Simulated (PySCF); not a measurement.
# WO2(OMe)2: geometry, NMR shifts and electronic excitations

Aim: predict the NMR shifts and electronic excitations of WO2(OMe)2 (`C[O][W](=[O])(=[O])[O]C`).

Programs: PySCF 2.14.0, with density-fitted response routines of our own. Each step states its level of theory. These are calculated values for one molecule in the gas phase, unless marked as measured. Atoms are numbered from 0 throughout.

**1. The starting structure**

13 atoms, charge 0, multiplicity 1; geometry from: GFN2-xTB. The atoms were then displaced at random by about 0.03 Å, so the start is not that level's minimum.

Bonds of the start (Å): W0–O1 1.68, W0–O2 1.59, W0–O3 1.90, W0–O8 1.80, O3–C4 1.39, C4–H5 1.14, C4–H6 1.05, C4–H7 1.15, O8–C9 1.43, C9–H10 1.09, C9–H11 1.08, C9–H12 1.04.

**2. Geometry optimisation at PBE0-D3(BJ)/def2-SVP**

What the job is given:

```
{"job": {"xc": "PBE0", "basis": "def2-SVP", "d3": "d3bj", "grid": 1, "maxiter": 40, "shake": 0.03, "kind": "geom"}, "charge": 0, "multiplicity": 1}
W      0.676180    -0.097000     0.459270
O      0.580300    -0.043380     2.137290
O      2.147170    -0.164610    -0.148380
O     -0.082940     1.508520    -0.215600
C     -0.276850     2.879760    -0.354890
H     -0.359770     3.364290     0.670910
H     -1.125630     3.166380    -0.911070
H      0.676740     3.298870    -0.844740
O     -0.376970    -1.435860    -0.117050
C     -0.429910    -2.866990    -0.145440
H      0.478220    -3.268680    -0.590630
H     -1.263050    -3.200640    -0.747620
H     -0.612860    -3.192790     0.830140
```

The run is started by

```bash
$ OMP_NUM_THREADS=1 python probes_run.py task.json out
```

One launch serves the whole session: the jobs run in the order shown.

The program printed:

```text
step   0  E = -447.22728125  max force = 0.182873
step   1  E = -447.25872387  max force = 0.068139
step   2  E = -447.26820351  max force = 0.024882
step   3  E = -447.26896976  max force = 0.005580
step   4  E = -447.26905497  max force = 0.001358
step   5  E = -447.26913180  max force = 0.002437
step   6  E = -447.26925321  max force = 0.003756
step   7  E = -447.26932062  max force = 0.002995
step   8  E = -447.26934255  max force = 0.000722
step   9  E = -447.26934605  max force = 0.000316
optimisation converged
```

Wall time 3.3 min (1 thread of Intel Xeon at 2.70GHz, shared host); peak memory 0.56 GiB.

The steps of the relaxation:

| step | energy from step 0 (eV) | largest force component (eV/Å) |
| --- | --- | --- |
| 0 | 0.0000 | 9.4037 |
| 1 | -0.8556 | 3.5038 |
| 2 | -1.1136 | 1.2795 |
| 3 | -1.1344 | 0.2869 |
| 4 | -1.1367 | 0.0698 |
| 5 | -1.1388 | 0.1253 |
| 6 | -1.1421 | 0.1931 |
| 7 | -1.1439 | 0.1540 |
| 8 | -1.1445 | 0.0371 |
| 9 | -1.1446 | 0.0162 |

Distances of close pairs at the start and the end, largest changes first:

```csv
bond,before (Å),after (Å),change (Å)
W0–O2,1.593,1.709,+0.116
W0–O8,1.798,1.866,+0.067
C9–H12,1.045,1.102,+0.058
C4–H7,1.151,1.102,-0.049
C4–H6,1.054,1.101,+0.046
C4–H5,1.138,1.102,-0.035
W0–O3,1.900,1.866,-0.034
O8–C9,1.432,1.399,-0.033
```

The next job starts from the end point, and lists it.

| at the end point | value |
| --- | --- |
| point group (found at 0.08 Å tolerance) | C2 |
| rotational constants (GHz, main isotopes) | 3.052, 1.230, 1.122 |
| dipole moment (D) | 3.15 |

**3. Shielding tensors: PBE0/def2-TZVP+pcSseg-1**

What the job is given:

```
{"job": {"kind": "nmr", "xc": "PBE0", "basis": {"default": "pcSseg-1", "W": "def2-TZVP"}}, "charge": 0, "multiplicity": 1}
W      0.545689    -0.015689     0.373105
O      0.594472     0.058756     2.079828
O      2.169877    -0.133236    -0.144229
O     -0.233798     1.535327    -0.311547
C     -0.228955     2.933376    -0.277011
H     -0.315443     3.301223     0.758700
H     -1.085965     3.306676    -0.858337
H      0.699238     3.328756    -0.721414
O     -0.401141    -1.527244    -0.173689
C     -0.419146    -2.926079    -0.172642
H      0.521677    -3.330495    -0.580986
H     -1.254967    -3.271868    -0.799915
H     -0.560906    -3.311633     0.850328
```

With the program's defaults for keys left out, this is: GIAO PBE0/pcSseg-1 W:def2-TZVP NMR shielding, scalar relativity only through core potentials, gas phase.

The program printed:

```text
coarse grid: 54848 points
cycle   1  E = -446.7930210900  dE = -1.983e+01  |g| = 1.986e+00  |ddm| = 8.880e+00
cycle   2  E = -440.1153918072  dE =  6.678e+00  |g| = 5.937e+00  |ddm| = 4.089e+00
cycle   3  E = -447.3080273310  dE = -7.193e+00  |g| = 1.091e+00  |ddm| = 3.399e+00
cycle   4  E = -447.4692622175  dE = -1.612e-01  |g| = 6.304e-01  |ddm| = 9.492e-01
cycle   5  E = -447.5378743058  dE = -6.861e-02  |g| = 1.062e-01  |ddm| = 3.321e-01
cycle   6  E = -447.5401801088  dE = -2.306e-03  |g| = 3.643e-02  |ddm| = 9.925e-02
cycle   7  E = -447.5404394230  dE = -2.593e-04  |g| = 1.112e-02  |ddm| = 2.495e-02
cycle   8  E = -447.5404558284  dE = -1.641e-05  |g| = 6.852e-03  |ddm| = 7.938e-03
cycle   9  E = -447.5404646034  dE = -8.775e-06  |g| = 1.271e-03  |ddm| = 3.952e-03
final grid: 115072 points
cycle  10  E = -447.5404797278  dE =  1.796e-06  |g| = 3.354e-03  |ddm| = 2.383e-03
cycle  11  E = -447.5404635313  dE =  1.620e-05  |g| = 9.781e-03  |ddm| = 6.593e-03
cycle  12  E = -447.5404818301  dE = -1.830e-05  |g| = 5.557e-04  |ddm| = 4.970e-03
cycle  13  E = -447.5404818850  dE = -5.485e-08  |g| = 1.001e-04  |ddm| = 3.001e-04
cycle  14  E = -447.5404818870  dE = -2.038e-09  |g| = 1.371e-05  |ddm| = 6.441e-05
cycle  15  E = -447.5404818870  dE = -1.671e-11  |g| = 1.132e-05  |ddm| = 1.209e-05
converged SCF energy = -447.5404818870

GIAO shielding tensors (ppm)
atom      isotropic    diamagn.    paramagn.     s11        s22        s33       span
  0 W          nan         nan         nan        nan        nan        nan        nan
  1 O     -467.031     396.205    -863.236   -922.131   -471.834     -7.127    915.004
  2 O     -465.594     396.145    -861.738   -915.840   -472.369     -8.571    907.269
  3 O      141.596     402.308    -260.712     47.711    124.291    252.786    205.074
  4 C      118.383     240.721    -122.338     85.495     90.694    178.961     93.466
  5 H       26.945      27.413      -0.467     24.120     25.382     31.334      7.214
  6 H       27.092      27.118      -0.026     24.030     25.396     31.849      7.819
  7 H       26.936      27.183      -0.247     24.015     25.323     31.471      7.456
  8 O      141.887     402.288    -260.401     50.080    122.721    252.859    202.779
  9 C      118.339     240.710    -122.371     85.474     90.587    178.956     93.482
 10 H       26.948      27.350      -0.401     24.117     25.372     31.356      7.239
 11 H       27.095      27.097      -0.002     24.032     25.396     31.857      7.825
 12 H       26.939      27.236      -0.297     24.036     25.332     31.449      7.414
```

It took 63 s on 1 thread of Intel Xeon at 2.70GHz, shared host; peak memory 0.96 GiB.

The references, computed at this level on geometries of the same kind, shield at (ppm): ¹H TMS 31.27, ¹³C TMS 184.4, ¹⁷O H2O 334.6. Their shielding less the atom's gives the shift. The references are single molecules in the gas phase, so shifts against H2O, NH3, PH3, H3PO4 or CFCl3 are not on the usual liquid scales and can be off by tens of ppm. Atoms listed in one row are averaged.

| atoms | environment | σ (ppm) | δ (ppm) |
| --- | --- | --- | --- |
| C4, C9 | carbon bonded to O, 3 H | 118.4 | 66.0 |
| H5, H6, H7, H10, H11, H12 | hydrogen on a carbon bonded to O | 26.99 | 4.27 |
| O1, O2 | oxygen bonded to W | -466.3 | 800.9 |
| O3, O8 | oxygen bonded to C, W | 141.7 | 192.8 |

Atoms past Kr carry core potentials, so their printed shieldings have no meaning and are left out of the table.

The run also stored atomic charges by several schemes (e):

```
 atoms  Mulliken  ESP fit
    W0      1.29     1.45
O1, O2     -0.40    -0.52
O3, O8     -0.62    -0.43
C4, C9      0.00    -0.08
```

Mayer bond orders: W0–O1 2.10, W0–O2 2.10, W0–O3 1.03, W0–O8 1.03, O3–C4 0.86, O8–C9 0.86.

With diffuse functions Mulliken charges and Mayer bond orders lose their meaning; the other schemes are steadier.

Orbitals, density, ELF and potential are computed afterwards from the orbital file.

Frontier orbitals at PBE0/def2-TZVP+pcSseg-1, with the share of their density that lies nearest to each atom:

```
orbital  energy (eV)                             lies on
   HOMO        -8.49              O1, O2 about 45 % each
   LUMO        -1.23  W0 53 %; 4 O atoms about 10 % each
```

ELF in a plane through or near 7 of the atoms.

Ten even steps from ' ' (0.00) to '@' (1.00):
```
                                                        
                                                        
                                                        
                                                        
                                                        
                        ........                        
                        ..::::..                        
            ..      ..  ==%%%%==  ..    ....            
          ::==--..::++::**::==**::++::..====::          
        ..==##++--++%%##--####::##%%++--++##==..        
          --::====##--**----::--**::##==**::--          
        ..====..==##--##**....**##++##==::====..        
        ++@@@@@@====%%%%**....**%%%%====@@@@@@++        
      ..@@@@@@@@==  ==**--    ==**++  ==@@@@@@@@::      
      ..@@@@@@@@--    ::..    ..::    ==@@@@@@@@..      
        ..##%%##..                    ..##@@##..        
                                                        
                                                        
                                                        
                                                        
```
The map spans 11.9 Å across and 8.6 Å up, centred on the molecule. Atoms in the plane (x, y in Å): W0 (0.0, 0.7), O3 (-1.5, -0.4), C4 (-2.9, -0.4), H6 (-3.3, -1.4), O8 (1.5, -0.4), C9 (2.9, -0.4), H11 (3.3, -1.4).

log10 of the density (e/Å³) in the same plane.

Ten even steps from ' ' (-4.0) to '@' (1.3):
```
                                                        
                                                        
                      ....::::....                      
                    ..::--------::....                  
                  ..::--==++++==--::..                  
        ....::::::::--==++****++==--::::::::....        
      ..::----------==++**####**++==----------::..      
    ..::--==========++**##%%%%##**++==========--::..    
    ..--==++****++++****%%%%%%%%****++++****++==--..    
    ::--++**##############%%%%##############**++--::    
    ::--++**##@@##%%@@%%########%%@@%%##@@##**++--::    
    ::--++**##%%##%%@@%%##****##%%@@%%##@@##**++--::    
    ::--++**############**++++**############**++--::    
    ::--++**####**++++++++====++++++++**####**++--::    
    ..--==++****++======--------======++****++==--..    
      ..----====--::::....    ....::::--====----..      
        ..::::::::..                ..::::::::..        
            ....                          ..            
                                                        
                                                        
```
The map spans 11.9 Å across and 8.6 Å up, centred on the molecule. Atoms in the plane (x, y in Å): W0 (0.0, 0.7), O3 (-1.5, -0.4), C4 (-2.9, -0.4), H6 (-3.3, -1.4), O8 (1.5, -0.4), C9 (2.9, -0.4), H11 (3.3, -1.4).

On the surface of density 0.002 e/bohr³ the electrostatic potential runs, from the 1st to the 99th percentile, from -1.60 V near O2 to 1.47 V near W0.

**4. Ultraviolet spectrum: CAM-B3LYP/def2-SVPD**

Settings changed since step 3:

```diff
@@ -1,2 +1,2 @@
-{"job": {"kind": "nmr", "xc": "PBE0", "basis": {"default": "pcSseg-1", "W": "def2-TZVP"}}, "charge": 0, "multiplicity": 1}
+{"job": {"kind": "uv", "xc": "CAM-B3LYP", "basis": "def2-SVPD", "ip": true, "nstates": 10}, "charge": 0, "multiplicity": 1}
 W      0.545689    -0.015689     0.373105
```

Level: TDDFT CAM-B3LYP/def2-SVPD, vertical, gas phase, core orbitals frozen in the response.

The program printed:

```text
coarse grid: 54848 points
cycle   1  E = -446.9872992941  dE = -1.209e+01  |g| = 1.670e+00  |ddm| = 8.323e+00
cycle   2  E = -444.5910065711  dE =  2.396e+00  |g| = 3.945e+00  |ddm| = 4.005e+00
cycle   3  E = -447.4383910457  dE = -2.847e+00  |g| = 6.500e-01  |ddm| = 3.081e+00
cycle   4  E = -447.5109653405  dE = -7.257e-02  |g| = 2.468e-01  |ddm| = 6.434e-01
cycle   5  E = -447.5209709358  dE = -1.001e-02  |g| = 6.019e-02  |ddm| = 1.969e-01
cycle   6  E = -447.5217800260  dE = -8.091e-04  |g| = 1.083e-02  |ddm| = 7.472e-02
cycle   7  E = -447.5218062938  dE = -2.627e-05  |g| = 2.695e-03  |ddm| = 1.239e-02
cycle   8  E = -447.5218080414  dE = -1.748e-06  |g| = 8.899e-04  |ddm| = 4.181e-03
final grid: 115072 points
cycle   9  E = -447.5217818713  dE =  4.699e-07  |g| = 1.917e-03  |ddm| = 3.079e-03
cycle  10  E = -447.5217787803  dE =  3.091e-06  |g| = 4.467e-03  |ddm| = 4.290e-03
cycle  11  E = -447.5217825773  dE = -3.797e-06  |g| = 7.493e-05  |ddm| = 2.999e-03
cycle  12  E = -447.5217825788  dE = -1.506e-09  |g| = 2.447e-05  |ddm| = 1.043e-04
cycle  13  E = -447.5217825791  dE = -2.540e-10  |g| = 2.994e-05  |ddm| = 6.039e-05
converged SCF energy = -447.5217825791

Static polarisability (au): isotropic 79.576, principal 70.630 70.832 97.268

Singlet excitations
state   eV       nm        f      main configurations
  1   5.6800    218.3   0.00483   H->L+1 0.52, H->L 0.41
  2   5.7363    216.1   0.00617   H->L 0.49, H->L+1 0.42
  3   5.9179    209.5   0.00001   H-1->L 0.95
  4   6.2404    198.7   0.00035   H-3->L 0.78, H-2->L 0.14
  5   6.3637    194.8   0.00000   H->L+3 0.83
  6   6.5287    189.9   0.00020   H-4->L 0.57, H-1->L+1 0.36
  7   6.5409    189.6   0.00532   H-2->L 0.41, H-5->L 0.36, H-3->L+1 0.10
  8   6.7064    184.9   0.01329   H-5->L 0.51, H-3->L+1 0.27, H-2->L 0.08
  9   6.8575    180.8   0.00005   H-4->L+1 0.83
 10   6.9728    177.8   0.00161   H-2->L+1 0.67, H-3->L+1 0.19

Triplet excitations (Tamm-Dancoff, eV): 5.0372 5.3794 5.7018 5.7236
Vertical ionisation energy (delta-SCF) = 10.6814 eV
Vertical electron affinity (delta-SCF) = -0.2806 eV
```

It took 8.7 min on 1 thread of Intel Xeon at 2.70GHz, shared host; peak memory 1.3 GiB.

The orbitals next to the gap, with their largest atomic shares:

```csv
orbital,eV,atoms
HOMO−3,-10.56,"O8 24 %, O3 24 %, O2 9 %"
HOMO−2,-10.53,"O3 29 %, O8 29 %, C4 9 %"
HOMO−1,-10.32,"O3 23 %, O8 23 %, O2 15 %"
HOMO,-10.06,"O2 43 %, O1 43 %, W0 6 %"
LUMO,-0.35,"W0 56 %, O3 11 %, O8 11 %"
LUMO+1,0.17,"W0 57 %, O1 15 %, O2 14 %"
LUMO+2,0.51,"W0 46 %, C4 8 %, O8 8 %"
```

With each of the 10 states as a Gaussian band of 0.4 eV half-width at 1/e, the curve within the window shown has maxima at 216 nm (ε 450), 185 nm (ε 780) L/(mol cm). Beyond the last state computed it falls off for lack of states. The curve at chosen wavelengths:

nm, ε (L/mol/cm) and a bar:
```
      170        118 ###
      173        238 ########
      176        402 ###############
      179        580 ######################
      182        720 ############################
      185        779 ##############################
      188        744 #############################
      190        680 ##########################
      193        552 #####################
      196        429 ################
      199        343 ############
      202        309 ###########
      205        321 ###########
      208        363 #############
      211        410 ###############
      214        443 ################
      217        449 #################
      220        425 ################
      223        377 ##############
      225        336 ############
      228        268 #########
      231        203 #######
      234        146 ####
      237        100 ##
      240         66 #
      243         41
```

Leading natural transition orbitals of singlet state 8: the hole lies on O1, O2 about 27 % each; O3, O8 about 15 % each; W0 8 %; the particle on W0 55 %; 4 O atoms about 10 % each.

Leading natural transition orbitals of singlet state 1: the hole lies on O1, O2 about 48 % each; the particle on W0 55 %; O1, O2 about 13 % each; O3, O8 about 8 % each.

Ground-state properties from the same run:

```csv
property,computed
dipole moment (D),3.32
polarisability (Å³),11.79
HOMO–LUMO gap (eV),9.71
−ε(HOMO) (eV),10.06
```

**5. Nuclear shieldings: KT2/def2-TZVP+pcSseg-1**

Settings changed since step 4:

```diff
@@ -1,2 +1,2 @@
-{"job": {"kind": "uv", "xc": "CAM-B3LYP", "basis": "def2-SVPD", "ip": true, "nstates": 10}, "charge": 0, "multiplicity": 1}
+{"job": {"kind": "nmr", "xc": "KT2", "basis": {"default": "pcSseg-1", "W": "def2-TZVP"}, "pop": false}, "charge": 0, "multiplicity": 1}
 W      0.545689    -0.015689     0.373105
```

Method: GIAO KT2/pcSseg-1 W:def2-TZVP NMR shielding, scalar relativity only through core potentials, gas phase.

The program printed:

```text
coarse grid: 54848 points
cycle   1  E = -453.0183906728  dE = -1.924e+01  |g| = 2.263e+00  |ddm| = 8.848e+00
cycle   2  E = -439.9736583841  dE =  1.304e+01  |g| = 6.845e+00  |ddm| = 6.590e+00
cycle   3  E = -452.9112130327  dE = -1.294e+01  |g| = 2.229e+00  |ddm| = 6.168e+00
cycle   4  E = -453.7381499884  dE = -8.269e-01  |g| = 1.141e+00  |ddm| = 2.005e+00
cycle   5  E = -453.9817299786  dE = -2.436e-01  |g| = 1.705e-01  |ddm| = 6.901e-01
cycle   6  E = -453.9863552545  dE = -4.625e-03  |g| = 8.943e-02  |ddm| = 2.224e-01
cycle   7  E = -453.9879851995  dE = -1.630e-03  |g| = 4.411e-02  |ddm| = 9.526e-02
cycle   8  E = -453.9882704918  dE = -2.853e-04  |g| = 2.518e-02  |ddm| = 3.277e-02
cycle   9  E = -453.9884011064  dE = -1.306e-04  |g| = 4.912e-03  |ddm| = 1.518e-02
cycle  10  E = -453.9884043628  dE = -3.256e-06  |g| = 2.838e-03  |ddm| = 4.569e-03
final grid: 115072 points
cycle  11  E = -453.9883409462  dE =  9.756e-06  |g| = 7.607e-03  |ddm| = 6.539e-03
cycle  12  E = -453.9882541229  dE =  8.682e-05  |g| = 2.222e-02  |ddm| = 1.730e-02
cycle  13  E = -453.9883505994  dE = -9.648e-05  |g| = 3.145e-03  |ddm| = 1.317e-02
cycle  14  E = -453.9883524883  dE = -1.889e-06  |g| = 8.066e-04  |ddm| = 1.917e-03
cycle  15  E = -453.9883526157  dE = -1.274e-07  |g| = 6.986e-05  |ddm| = 4.466e-04
cycle  16  E = -453.9883526163  dE = -6.792e-10  |g| = 5.371e-05  |ddm| = 6.477e-05
cycle  17  E = -453.9883526169  dE = -5.119e-10  |g| = 1.759e-05  |ddm| = 3.471e-05
converged SCF energy = -453.9883526169

GIAO shielding tensors (ppm)
atom      isotropic    diamagn.    paramagn.     s11        s22        s33       span
  0 W          nan         nan         nan        nan        nan        nan        nan
  1 O     -413.277     397.781    -811.058   -806.071   -414.931    -18.830    787.241
  2 O     -411.856     397.724    -809.580   -800.085   -415.237    -20.245    779.840
  3 O      124.814     401.793    -276.979     19.799    115.699    238.943    219.144
  4 C      114.909     242.180    -127.270     80.726     86.358    177.644     96.918
  5 H       26.704      27.550      -0.846     24.080     25.055     30.977      6.897
  6 H       26.873      27.290      -0.417     24.007     25.125     31.487      7.481
  7 H       26.693      27.287      -0.594     23.971     25.002     31.105      7.134
  8 O      125.149     401.779    -276.629     21.660    114.980    238.809    217.149
  9 C      114.870     242.168    -127.298     80.718     86.250    177.642     96.924
 10 H       26.707      27.476      -0.769     24.079     25.046     30.997      6.918
 11 H       26.877      27.268      -0.392     24.009     25.127     31.495      7.486
 12 H       26.697      27.351      -0.654     23.993     25.011     31.086      7.093
```

Run time: 43 s. Hardware: 1 thread of Intel Xeon at 2.70GHz, shared host; peak memory 1.2 GiB.

In short: δ C4 68.3, O1 743.2, O3 205.7, H5 4.42 ppm (means over like atoms).

**6. Run by run: NMR shifts**

Shifts (ppm), means over like atoms, with basis size and wall time:

| run | C4 | H5 | O1 | O3 | functions | time |
| --- | --- | --- | --- | --- | --- | --- |
| PBE0/def2-TZVP+pcSseg-1 | 66.0 | 4.27 | 800.9 | 192.8 | 172 | 63 s |
| KT2/def2-TZVP+pcSseg-1 | 68.3 | 4.42 | 743.2 | 205.7 | 172 | 43 s |

**7. Summary of results**

| quantity | value |
| --- | --- |
| point group | C2 |
| rotational constants (main isotopes) | 3.05, 1.23, 1.12 GHz |
| ¹³C shifts against TMS (PBE0/def2-TZVP+pcSseg-1, means over atoms taken as alike) | 66.0 ppm |
| ¹H shifts against TMS (PBE0/def2-TZVP+pcSseg-1, means over atoms taken as alike) | 4.27 ppm |
| ¹⁷O shifts against H2O (PBE0/def2-TZVP+pcSseg-1, means over atoms taken as alike) | 800.9, 192.8 ppm |
| surface potential, 1st and 99th percentile | -1.60 V and 1.47 V |
| lowest singlet (CAM-B3LYP/def2-SVPD) | 5.68 eV (218 nm), f = 0.005 |
| brightest single state of those computed | state 8, 6.71 eV, f = 0.013 |
| lowest triplet | 5.04 eV |
| vertical electron affinity (ΔSCF) | -0.28 eV (unbound: the value hangs on the basis) |
| range of the shift of O1 | 743.2 to 800.9 ppm |

**Reading.** The start was shaken at random, so part of the energy gained undoes that. The optimisation took 9 steps and gained 1.145 eV; among the close pairs (by a distance rule), W0–O2 changed most, from 1.593 to 1.709 Å. At PBE0/def2-TZVP+pcSseg-1: Shielding is most anisotropic at O1, O2 (span 911 ppm, paramagnetic term -862 ppm). At PBE0/def2-TZVP+pcSseg-1, counted by nearest atom on the grid, the HOMO lies on O1, O2 about 45 % each, the LUMO on W0 53 %; 4 O atoms about 10 % each. The lowest singlet, at 5.68 eV, is HOMO→LUMO+1 0.52, HOMO→LUMO 0.41 and is weak; of the 10 states computed, the strongest absorption comes from state 8 at 6.71 eV. The lowest triplet lies 0.64 eV below the lowest singlet (triplets in Tamm-Dancoff, singlets in full TDDFT). Spin-orbit coupling, left out, mixes singlets and triplets in elements this heavy. Across the 2 runs the shift of O1 (with its like atoms) moves most, between 743.2 (KT2/def2-TZVP+pcSseg-1) and 800.9 ppm (PBE0/def2-TZVP+pcSseg-1). Spin-orbit coupling is left out, which matters for shieldings and couplings at and beside the heavy atoms.
